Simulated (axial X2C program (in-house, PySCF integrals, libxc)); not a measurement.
# BiRb: properties at the nuclei

Wanted for BiRb: properties at the nuclei, at the two-component level.

Program: an in-house X2C program for linear molecules on PySCF integrals. Level of theory: two-component X2C with atomic mean-field terms, Bi dyall-cv3z, Rb dyall-cv3z. These are calculated values, not measurements.

### 1 Set-up

The input, task.json:

```json
{
 "zs": [
  83,
  37
 ],
 "q": 0,
 "bas": [
  "dyall-cv3z",
  "dyall-cv3z"
 ],
 "r0": 3.61,
 "levels": [
  "PBE0",
  "HF",
  "B3LYP",
  "TPSSh",
  "PBE"
 ],
 "nst": 2
}
```

Keys: zs atomic numbers; q charge; bas basis sets; r0 starting distance in Å; levels methods (HF also brings MP2); nst determinants followed.

Started as:

```sh
python soeom.py task.json out
```

Nuclei are Gaussian, cores are contracted, and the Gaunt term is on.

### 2 Expectation values, lowest determinant

R = 3.456 Å. State: Ω = 1 (excess of +ω over −ω: ω = -1/2, ω = 3/2).

Output of the PBE0 run:

```text
two-component X2C + atomic mean field  PBE0
basis functions 283  fitting functions 1532  grid points 5807
iter        total energy     max residual
   1     -24522.642730073     1.80e-05
   2     -24522.642730073     1.21e-06
converged
one-electron -34499.30689577  Coulomb 10033.68404073  exact exchange -124.32053876  xc functional -380.62551024  nuclear repulsion 470.22662463  atomic mean-field constant -22.30045066
```

The highest occupied spinor is 71% Bi p, 22% Rb s, 4% Rb d.

```tsv
level	Eeff magnitude (GV/cm)	Ws magnitude Bi (kHz)	A∥/gI Bi (MHz)	qzz Bi (a.u.)	A∥/gI Rb (MHz)	qzz Rb (a.u.)	μ (D)
PBE0	10.5	14.2	-844	-4.40	-350	-0.30	9.30
HF	17.2	22.8	-1490	-6.53	-221	-0.43	11.46
B3LYP	9.38	12.8	-416	-2.58	-413	-0.27	8.76
TPSSh	11.3	15.1	-944	-5.27	-307	-0.29	9.26
PBE	10	13.4	-669	-3.97	-398	-0.27	8.06
```

Eeff is the effective electric field on the electron dipole moment in this Ω state and Ws the scalar–pseudoscalar constant (defined with the proton number Z and per Ω); A∥ is the parallel hyperfine constant, which follows by multiplying with the nuclear g factor gI = μI/(I μN); qzz is the electric field gradient, eQq0 = 234.96 MHz × Q/barn × qzz; μ is positive if Rb is the positive end. The operators were transformed with the bare-nucleus X2C matrices.

### 3 Expectation values, a higher determinant

R = 3.456 Å. State: Ω = 2 (excess of +ω over −ω: ω = 1/2, ω = 3/2), 0.10 eV above the lowest in the PBE0 search for states (made at or near this distance, with looser thresholds).

Output of the PBE0 run:

```text
two-component X2C + atomic mean field  PBE0
basis functions 283  fitting functions 1532  grid points 5807
iter        total energy     max residual
   1     -24522.639024809     6.67e-05
   2     -24522.639024810     4.47e-06
converged
one-electron -34499.23271507  Coulomb 10033.60814419  exact exchange -124.31911909  xc functional -380.62150882  nuclear repulsion 470.22662463  atomic mean-field constant -22.30045066
```

The highest occupied spinor is 76% Bi p, 15% Rb s, 5% Rb d.

```tsv
level	Eeff magnitude (GV/cm)	Ws magnitude Bi (kHz)	A∥/gI Bi (MHz)	qzz Bi (a.u.)	A∥/gI Rb (MHz)	qzz Rb (a.u.)	μ (D)
PBE0	1.5	0.74	215	4.47	193	-0.21	9.66
HF	1.04	0.823	-364	4.30	121	-0.33	11.64
B3LYP	1.22	0.945	377	3.30	223	-0.22	9.06
TPSSh	3.68	2.04	239	4.99	185	-0.20	9.60
PBE	0.764	0.328	356	4.60	230	-0.19	8.35
```

### 4 Summary of results

| quantity | value |
| --- | --- |
| lowest determinant | Ω = 1 (excess of +ω over −ω: ω = -1/2, ω = 3/2) |
| Eeff magnitude (GV/cm), PBE0 | 10.5 |
| Ws magnitude Bi (kHz), PBE0 | 14.2 |
| A∥/gI Bi (MHz), PBE0 | -844 |
| qzz Bi (a.u.), PBE0 | -4.40 |
| higher determinant | Ω = 2 (excess of +ω over −ω: ω = 1/2, ω = 3/2) |
| Eeff magnitude (GV/cm), PBE0, higher determinant | 1.5 |
| Ws magnitude Bi (kHz), PBE0, higher determinant | 0.74 |
| A∥/gI Bi (MHz), PBE0, higher determinant | 215 |
| qzz Bi (a.u.), PBE0, higher determinant | 4.47 |

In words: In the first state, the effective field runs from 9.38 to 17.2 GV/cm over the mean-field levels. The expectation values come from single determinants, which for open shells can mix terms of unlike spin or miss the lowest Ω, so a determinant need not be a state. Eeff is the effective electric field on the electron dipole moment in this Ω state and Ws the scalar–pseudoscalar constant (defined with the proton number Z and per Ω); A∥ is the parallel hyperfine constant, which follows by multiplying with the nuclear g factor gI = μI/(I μN); qzz is the electric field gradient, eQq0 = 234.96 MHz × Q/barn × qzz; μ is positive if Rb is the positive end. The operators were transformed with the bare-nucleus X2C matrices.
